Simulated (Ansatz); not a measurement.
# C₂H₈HfO₃S: basis-set convergence

Aim: see how fast density functionals converge with the basis set for C₂H₈HfO₃S.

Program: Ansatz 0.2.0, Gaussian basis. Level of theory: one geometry, several basis sets. These are calculated values, not measurements.

Plan: PBE0-D4/def2-SVP; ωB97M-V/def2-SVP; PBE0-D4/def2-QZVPP; ωB97M-V/def2-QZVPP; the functionals' def2-TZVPP values are taken from earlier runs.

### Step 1. Structure used throughout

The geometry comes from an earlier relaxation with PBE0-D4/def2-TZVP; it is a stationary point, not always the lowest conformer. Hf takes the def2 core potential; no spin-orbit term is included.

SMILES `C[O][Hf]([OH])([OH])[S]C`, 15 atoms, charge 0, spin multiplicity 1.

Atoms are counted from 1 here; the program's logs count them from 0.

Bond lengths: C1–O2 1.389 Å, C1–H8 1.095 Å, C1–H9 1.095 Å, C1–H10 1.095 Å, O2–Hf3 1.908 Å, Hf3–O4 1.926 Å, Hf3–O5 1.929 Å, Hf3–S6 2.461 Å, O4–H11 0.951 Å, O5–H12 0.951 Å, S6–C7 1.827 Å, C7–H13 1.090 Å, C7–H14 1.090 Å, C7–H15 1.091 Å. Angles: O2–C1–H8 110.8°, O2–C1–H9 110.2°, O2–C1–H10 110.6°, H8–C1–H9 108.4°, H8–C1–H10 108.5°, H9–C1–H10 108.3°, C1–O2–Hf3 173.7°, O2–Hf3–O4 113.4°, O2–Hf3–O5 112.4°, O2–Hf3–S6 104.7°, O4–Hf3–O5 109.2°, O4–Hf3–S6 108.3°, O5–Hf3–S6 108.5°, Hf3–O4–H11 165.8°, Hf3–O5–H12 157.9°, Hf3–S6–C7 98.5°, S6–C7–H13 107.5°, S6–C7–H14 111.2° and more.

### Step 2. PBE0-D4 in def2-SVP

File in.yaml:

```yaml
crystal:
  periodic: [false, false, false]
  atoms:
    - {symbol: C, position_ang: [-2.838078, 1.460438, 0.591001]}
    - {symbol: O, position_ang: [-1.676199, 0.790022, 0.232092]}
    - {symbol: Hf, position_ang: [-0.186674, -0.309407, -0.228291]}
    - {symbol: O, position_ang: [-0.226148, -2.042244, 0.611965]}
    - {symbol: O, position_ang: [0.001249, -0.533791, -2.135329]}
    - {symbol: S, position_ang: [1.776932, 0.911506, 0.613529]}
    - {symbol: C, position_ang: [3.062024, -0.310630, 0.175088]}
    - {symbol: H, position_ang: [-3.460075, 0.838750, 1.243685]}
    - {symbol: H, position_ang: [-2.591699, 2.382965, 1.126200]}
    - {symbol: H, position_ang: [-3.422023, 1.723122, -0.297477]}
    - {symbol: H, position_ang: [-0.387592, -2.948873, 0.847659]}
    - {symbol: H, position_ang: [-0.071322, -0.320483, -3.059476]}
    - {symbol: H, position_ang: [4.026150, 0.112194, 0.457294]}
    - {symbol: H, position_ang: [2.919284, -1.244419, 0.719221]}
    - {symbol: H, position_ang: [3.074180, -0.509150, -0.897169]}
basis:
  gaussian: {orbitals: def2-SVP}
hamiltonian: {xc: pbe0, dispersion: d4}
output: {orbitals: {seedname: orbitals}}
```

Started as:

```bash
$ ansatz run in.yaml --threads 2 --pin off --events-out ev --progress --plain --max-ram 22528MiB --backend cpu
```

Further steps of the session: ωB97M-V in def2-SVP; PBE0-D4 in def2-QZVPP; ωB97M-V in def2-QZVPP.

Before running them: what should the planned runs give, taken together? Wanted: PBE0-D4: double and triple zeta above quadruple; ωB97M-V: double and triple zeta above quadruple.

As calculated:

| quantity | value |
| --- | --- |
| PBE0-D4: double and triple zeta above quadruple | 14.93, 0.82 eV |
| ωB97M-V: double and triple zeta above quadruple | 15.22, 0.79 eV |

What this shows: PBE0-D4 gains 14.11 eV from double to triple zeta, then 0.82 eV more. These are total energies; as a rule much of such shifts cancels in differences, which this series doesn't test. The LUMO of ωB97M-V is positive and keeps falling with the basis (1.36 to 0.60 eV): an unbound level that the basis holds in place.
